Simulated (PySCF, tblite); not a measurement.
**C5H9GeN: geometry, infrared bands, NMR shifts, spin-spin couplings and electronic excitations**

Aim: predict the infrared bands, NMR shifts, spin-spin couplings and electronic excitations of C5H9GeN (`C=N[C@@H]1C=C[CH2][GeH2]1`).

Programs: tblite 0.8.0 and PySCF 2.14.0, with density-fitted response routines of our own. Each step states its level of theory. These are calculated values for one molecule in the gas phase, unless marked as measured. Atoms count from 0, in the outputs and in this text.

## 1. The starting structure

16 atoms, charge 0, multiplicity 1; geometry from: force field or distance geometry start.

Bonds of the start (Å): C0–N1 1.30, N1–C2 1.42, C2–C3 1.47, C3–C4 1.27, C4–C5 1.48, C5–Ge6 1.96, Ge6–C2 1.99, C0–H7 1.10, C0–H8 1.09, C2–H9 1.10, C3–H10 1.14, C4–H11 1.14, C5–H12 1.10, C5–H13 1.11, Ge6–H14 1.53, Ge6–H15 1.54.

## 2. Optimising the geometry with GFN2-xTB

The job: settings as JSON, then the geometry in Å.

```
{"job": {"kind": "relax", "xc": "GFN2-xTB", "basis": "xTB"}, "charge": 0, "multiplicity": 1}
C      2.867800    -0.609900     0.323600
N      1.757900    -0.240900    -0.244000
C      0.602900    -0.038600     0.564100
C     -0.389600    -1.096700     0.298300
C     -1.616600    -0.834100     0.128700
C     -2.107800     0.557900     0.150000
Ge    -0.415900     1.462400    -0.245600
H      2.924500    -0.754600     1.412800
H      3.725200    -0.756700    -0.327200
H      0.800000     0.166200     1.631200
H     -0.012400    -2.176400     0.281900
H     -2.382100    -1.655400    -0.073500
H     -2.871100     0.749700    -0.622500
H     -2.476000     0.863100     1.148300
H     -0.141800     1.614400    -1.747300
H     -0.272500     2.758700     0.577400
```

Command:

```
$ OMP_NUM_THREADS=1 python probes_run.py task.json out
```

The driver reads the jobs from task.json and runs them one after another.

**Question.** This job is followed by: GFN2-xTB harmonic vibrations, gas phase; PBE0-D3(BJ)/def2-SVP geometry optimisation, gas phase; GIAO PBE0/pcSseg-1 NMR shielding, non-relativistic, gas phase; B3LYP/pcJ-1 Ge:pcSseg-1 indirect spin-spin coupling, non-relativistic, gas phase; TDDFT CAM-B3LYP/def2-SVPD, vertical, gas phase, core orbitals frozen in the response; GIAO B97-2/pcSseg-1 NMR shielding, non-relativistic, gas phase. Predict these results of the whole session: strongest single infrared mode (GFN2-xTB); zero-point energy (GFN2-xTB); point group; rotational constants (main isotopes); 13C shifts against TMS (PBE0/pcSseg-1); 1H shifts against TMS (PBE0/pcSseg-1); 15N shifts against NH3 (PBE0/pcSseg-1); 73Ge shifts against GeMe4 (PBE0/pcSseg-1); largest coupling of the table (B3LYP/pcSseg-1+pcJ-1); lowest singlet (CAM-B3LYP/def2-SVPD); brightest single state of those computed; lowest triplet; vertical ionisation energy (ΔSCF); range of the shift of N1.

The runs gave:

| quantity | value |
| --- | --- |
| strongest single infrared mode (GFN2-xTB) | 2017 cm⁻¹, 462 km/mol |
| zero-point energy (GFN2-xTB) | 75.0 kcal/mol |
| point group | C1 |
| rotational constants (main isotopes) | 2.91, 1.54, 1.07 GHz |
| 13C shifts against TMS (PBE0/pcSseg-1) | 153.2, 145.0, 141.6, 70.9, 17.7 ppm |
| 1H shifts against TMS (PBE0/pcSseg-1) | 7.58, 7.03, 6.22, 5.96, 4.39, 4.19, 4.13, 1.96, 1.80 ppm |
| 15N shifts against NH3 (PBE0/pcSseg-1) | 422.5 ppm |
| 73Ge shifts against GeMe4 (PBE0/pcSseg-1) | -104 ppm |
| largest coupling of the table (B3LYP/pcSseg-1+pcJ-1) | 1J(C,H) C0–H8, 191.3 Hz |
| lowest singlet (CAM-B3LYP/def2-SVPD) | 4.87 eV (255 nm), f = 0.004 |
| brightest single state of those computed | state 2, 6.31 eV, f = 0.286 |
| lowest triplet | 4.05 eV |
| vertical ionisation energy (ΔSCF) | 9.04 eV |
| range of the shift of N1 | 409.2 to 422.5 ppm |

**Reading.** Relaxing lowered the energy by 0.578 eV in 124 steps; the close pair that moved most is C3–H10, from 1.144 to 1.081 Å (GFN2-xTB). No mode is imaginary among the 42: a minimum at this level. The strongest single mode, at 2017 cm⁻¹, moves mainly H14. GFN2-xTB is a fitted tight-binding method: band positions and strengths are rough. Its intensities can rank the bands wrongly. Over 14 steps the energy fell by 0.238 eV; of the close pairs, C0–H8 changed most, 1.050 to 1.099 Å (PBE0/def2-SVP). At PBE0/pcSseg-1: Shielding is most anisotropic at N1 (span 783 ppm, paramagnetic term -484 ppm). In the run at B3LYP/pcSseg-1+pcJ-1, the largest coupling of the table is C0–H8, 191.3 Hz, of which the Fermi-contact term gives 190.7 Hz. Couplings across rotatable bonds belong to this one conformer; where others are populated, the observed values are averages. The first singlet state (HOMO−1→LUMO 0.54, HOMO→LUMO 0.35) lies at 4.87 eV and is weak; of the 10 states computed, the strongest absorption comes from state 2 at 6.31 eV. The lowest triplet lies 0.82 eV below the lowest singlet (triplets in Tamm-Dancoff, singlets in full TDDFT). The orbital energy would give 8.40 eV for ionisation, ΔSCF gives 9.04 eV. In ppm, N1 moves most: its shift spreads over 13.3 ppm, from 409.2 (B97-2/pcSseg-1) to 422.5 (PBE0/pcSseg-1). Spin-orbit coupling is left out, which matters for shieldings and couplings at and beside the heavy atoms.
